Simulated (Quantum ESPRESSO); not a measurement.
# Ta3N (P-3m1) in Quantum ESPRESSO: phonons and electron-phonon coupling with PBEsol

Aim: the phonons and electron-phonon coupling of Ta3N with PBEsol.

All numbers are computed with Quantum ESPRESSO 7.5; they aren't measurements. Logs are shortened: lines on timing, memory, paths and dates and some standing lists are left out, and cuts for length are marked.

## Step 1: Starting point

Symmetry: P-3m1, No. 164, trigonal system. Conventional cell: a = 3.032 Å, b = 3.032 Å, c = 7.524 Å, α = 90.00°, β = 90.00°, γ = 120.00°. Ta (site symmetry 3m) is surrounded by 3 N at 2.19 Å. Around Ta (site symmetry -3m) lie 12 Ta at 3.01 to 3.03 Å. Around N (site symmetry -3m) lie 6 Ta at 2.19 Å.

The cell comes from a database or a generator and needn't be the stable form of this composition.

(Continued in part 2 of 2.)
